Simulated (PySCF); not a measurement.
# [La(NH2)4]−: other functionals and bases at one geometry

Aim: see how levels, charges and forces of [La(NH2)4]− depend on the level of theory. The structure is generated, not taken from experiment.

Method: several levels, as the steps say, no spin–orbit coupling; program: PySCF 2.14.0.

5 further runs of the same task are left out: 2 for a known fault of the program, 2 that didn't finish, 1 set aside as unsound or not needed.

### Step 1. Starting geometry

13 atoms, charge -1, spin multiplicity 1.

Bond lengths: La1–N2 2.403 Å, La1–N5 2.403 Å, La1–N8 2.403 Å, La1–N11 2.403 Å, N2–H3 1.030 Å, N2–H4 1.032 Å, N5–H6 1.032 Å, N5–H7 1.030 Å, N8–H9 1.032 Å, N8–H10 1.030 Å, N11–H12 1.030 Å, N11–H13 1.032 Å. Angles: N2–La1–N5 111.0°, N2–La1–N8 106.4°, N2–La1–N11 111.0°, N5–La1–N8 111.0°, N5–La1–N11 106.4°, N8–La1–N11 111.0°, La1–N2–H3 132.3°, La1–N2–H4 123.0°, H3–N2–H4 104.4°, La1–N5–H6 123.0°, La1–N5–H7 132.3°, H6–N5–H7 104.4°, La1–N8–H9 123.0°, La1–N8–H10 132.3°, H9–N8–H10 104.4°, La1–N11–H12 132.3°, La1–N11–H13 123.0°, H12–N11–H13 104.4°.

Geometry (Å):

```
La    0.0000    0.0000    0.0000
N     1.4394    1.3123    1.4077
H     1.4382    1.4965    2.4211
H     2.3084    1.7524    1.0675
N    -1.4393   -1.4077    1.3123
H    -2.3083   -1.0672    1.7527
H    -1.4384   -2.4210    1.4965
N     1.4394   -1.3123   -1.4077
H     2.3084   -1.7524   -1.0675
H     1.4382   -1.4965   -2.4211
N    -1.4393    1.4077   -1.3123
H    -1.4384    2.4210   -1.4965
H    -2.3083    1.0672   -1.7527
```

Formal oxidation states: La +3. The 4f shell is empty and lies in the core potential. An earlier session relaxed this geometry at TPSS, La lcecp-1-SVP with ECP46, N def2-SVP, H def2-SVP (singlet, point group S4).

At TPSS on the finer grid: E = -255.405034 Eh, HOMO 0.10 eV, LUMO 3.07 eV, Mulliken charge on La1 +0.64 e, largest force component 0.005 eV/Å. The large-core potential holds the 4f shell empty. The highest filled level lies above zero; it isn't the detachment energy.

Levels to run: HF; r2SCAN; revPBE; B3LYP; TPSS, x2c-SVP. Hardware: 2 threads of Arm Neoverse V1, shared host.

### Step 2. HF

Contents of run.py (the lines that set the calculation):

```python
mol = gto.M(atom='''
La     0.00004     0.00000     0.00000
N      1.43944     1.31232     1.40773
H      1.43818     1.49651     2.42111
H      2.30842     1.75243     1.06752
N     -1.43934    -1.40771     1.31231
H     -2.30828    -1.06715     1.75269
H     -1.43844    -2.42099     1.49652
N      1.43944    -1.31232    -1.40773
H      2.30842    -1.75243    -1.06752
H      1.43818    -1.49651    -2.42111
N     -1.43934     1.40771    -1.31231
H     -1.43844     2.42099    -1.49652
H     -2.30828     1.06715    -1.75269''',
    basis={'La': 'lcecp-1-SVP', 'N': 'def2-SVP', 'H': 'def2-SVP'},
    ecp={'La': 'lcecp-1-SVP'},
    charge=-1, spin=0)
mf = scf.RHF(mol)
mf = mf.density_fit()  # fitting sets: La AutoAux, N def2-universal-JKFIT, H def2-universal-JKFIT
mf.conv_tol = 1e-08; mf.max_cycle = 55
mf.kernel(dm0)  # dm0: the density of the relaxed state
```

Launch:

```
> OMP_NUM_THREADS=2 python run.py
```

### Step 3. r2SCAN

Changes to run.py (the lines that set the calculation) since step 2:

```diff
@@ -17,3 +17,4 @@
     charge=-1, spin=0)
-mf = scf.RHF(mol)
+mf = dft.RKS(mol, xc='R2SCAN')
+mf.grids.atom_grid = (75, 302)  # f atoms: unpruned, at least (60, 302)
 mf = mf.density_fit()  # fitting sets: La AutoAux, N def2-universal-JKFIT, H def2-universal-JKFIT
```

### Step 4. revPBE

Changes to run.py (the lines that set the calculation) since step 3:

```diff
@@ -17,3 +17,3 @@
     charge=-1, spin=0)
-mf = dft.RKS(mol, xc='R2SCAN')
+mf = dft.RKS(mol, xc='PBE_R,PBE')
 mf.grids.atom_grid = (75, 302)  # f atoms: unpruned, at least (60, 302)
```

### Step 5. B3LYP

Changes to run.py (the lines that set the calculation) since step 4:

```diff
@@ -17,3 +17,3 @@
     charge=-1, spin=0)
-mf = dft.RKS(mol, xc='PBE_R,PBE')
+mf = dft.RKS(mol, xc='B3LYP')
 mf.grids.atom_grid = (75, 302)  # f atoms: unpruned, at least (60, 302)
```

### Step 6. TPSS, x2c-SVP

Basis: La x2c-SVPall, N x2c-SVPall, H x2c-SVPall. All electrons are treated, with the spin-free X2C Hamiltonian.

Contents of run.py (the lines that set the calculation):

```python
mol = gto.M(atom='''
La     0.00004     0.00000     0.00000
N      1.43944     1.31232     1.40773
H      1.43818     1.49651     2.42111
H      2.30842     1.75243     1.06752
N     -1.43934    -1.40771     1.31231
H     -2.30828    -1.06715     1.75269
H     -1.43844    -2.42099     1.49652
N      1.43944    -1.31232    -1.40773
H      2.30842    -1.75243    -1.06752
H      1.43818    -1.49651    -2.42111
N     -1.43934     1.40771    -1.31231
H     -1.43844     2.42099    -1.49652
H     -2.30828     1.06715    -1.75269''',
    basis={'La': 'x2c-SVPall', 'N': 'x2c-SVPall', 'H': 'x2c-SVPall'},
    nucmod='G',
    charge=-1, spin=0)
mf = dft.RKS(mol, xc='TPSS')
mf.grids.atom_grid = (99, 590)  # f atoms: unpruned, at least (60, 302)
mf = mf.density_fit()  # fitting sets: La AutoAux, N AutoAux, H AutoAux
mf = mf.sfx2c1e()
mf.conv_tol = 1e-08; mf.max_cycle = 55
mf.kernel(dm0)  # dm0: free metal ions and neutral atoms
```

What does the calculation give? Wanted: for each run, HOMO; gap; charge on La1; dipole; largest force.

**Answer**, as computed:

| level | state | HOMO (eV) | gap (eV) | charge on La1 (e) | dipole (D) | largest force (eV/Å) | basis functions | time |
| --- | --- | --- | --- | --- | --- | --- | --- | --- |
| TPSS (relaxed here) | singlet | 0.10 | 2.98 | 0.64 | 0.00 | 0.00 | 129 | 73 s |
| HF | singlet | -4.60 | 9.61 | 1.32 | 0.00 | 1.01 | 129 | 5.1 s |
| r2SCAN | singlet | -0.13 | 3.48 | 0.70 | 0.00 | 0.27 | 129 | 33 s |
| revPBE | singlet | 0.20 | 2.73 | 0.54 | 0.00 | 0.07 | 129 | 22 s |
| B3LYP | singlet | -0.96 | 4.15 | 0.67 | 0.00 | 0.24 | 129 | 19 s |
| TPSS, x2c-SVP | singlet | 0.14 | 2.61 | 0.58 | 0.00 | 0.12 | 162 | 2.1 min |

Times are on 2 threads of Arm Neoverse V1, shared host; the first row also made further properties. The dipole of a charged species depends on the origin, so these sizes hold for this origin alone.

In one basis the HOMO–LUMO gap runs from 2.73 eV (revPBE) to 9.61 eV (HF). The largest leftover force, 1.01 eV/Å with HF, stands at a geometry relaxed at another level. The Mulliken charge on La spans +0.54 to +1.32 e over the levels. With 4f in the core, its levels are missing from HOMO and gap. Total energies of different levels can't be compared. Spin–orbit coupling is left out throughout.
